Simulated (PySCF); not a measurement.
# A diatomic session: HgBi

The task here is to estimate one member of a computed series from the others.

The runs use PySCF 2.14.0; Hg def2-SVP with ECP60, Bi def2-SVP with ECP60, scalar-relativistic core potentials.

Set-up of the first run:

A driver script around PySCF takes these settings:

```yaml
atoms: Hg, Bi
charge: 0
basis: Hg def2-SVP with ECP60, Bi def2-SVP with ECP60
Hamiltonian: scalar-relativistic core potentials
basis_functions: 58
electrons_treated: 43
masses_in_u: 201.9706, 208.9804
levels: PBE0, PBE, r²SCAN, MN15, BHandHLYP, M06, HSE06, HF, MP2, SCS-MP2
grid: 80 radial by 434 angular points
occupations: held fixed by the projection of orbital angular momentum
dissociation_limit: Hg + Bi, each in its ground configuration
starting_distance_in_angstrom: 2.835
values_of_2S_to_try: 1, 3
```

On the command line:

```sh
> OMP_NUM_THREADS=1 python dia.py task.json out
```

Among the steps run: Input; First curve: PBE0; Other states along the same grid; PBE (GGA); r²SCAN (meta-GGA); MN15 (hybrid meta-GGA); BHandHLYP (global hybrid GGA); M06; HSE06 (range-separated hybrid); UHF.

One of the session's tables, all rows but one given; the rest of the session is left out.

| level | Re (Å) | ωe (cm⁻¹) | De (eV) |
| --- | --- | --- | --- |
| UHF-MP2 | 4.112 | 17.3 | 0.039 |
| UHF-SCS-MP2 | 4.349 | 13.9 | 0.024 |
| PBE | ? | ? | ? |
| r²SCAN | 3.478 | 30.2 | 0.093 |
| PBE0 | 3.566 | 25.4 | 0.055 |
| M06 | 3.354 | 47.8 | 0.160 |
| HSE06 | 3.497 | 29.3 | 0.070 |
| MN15 | 3.398 | 40.2 | 0.156 |
| BHandHLYP | 4.000 | 13.7 | 0.014 |

Estimate the missing values for PBE.

The run gave: Re (Å): 3.457; ωe (cm⁻¹): 32.9; De (eV): 0.088. In the column «Re (Å)» it lies between MN15 (3.398) and r²SCAN (3.478).

De is counted to Hg + Bi in their ground configurations. No constants: UHF (no minimum is bracketed among the points kept).

Limits of these values: The bond is weak, and basis-set superposition, which was not computed, may be a sizeable part of it.
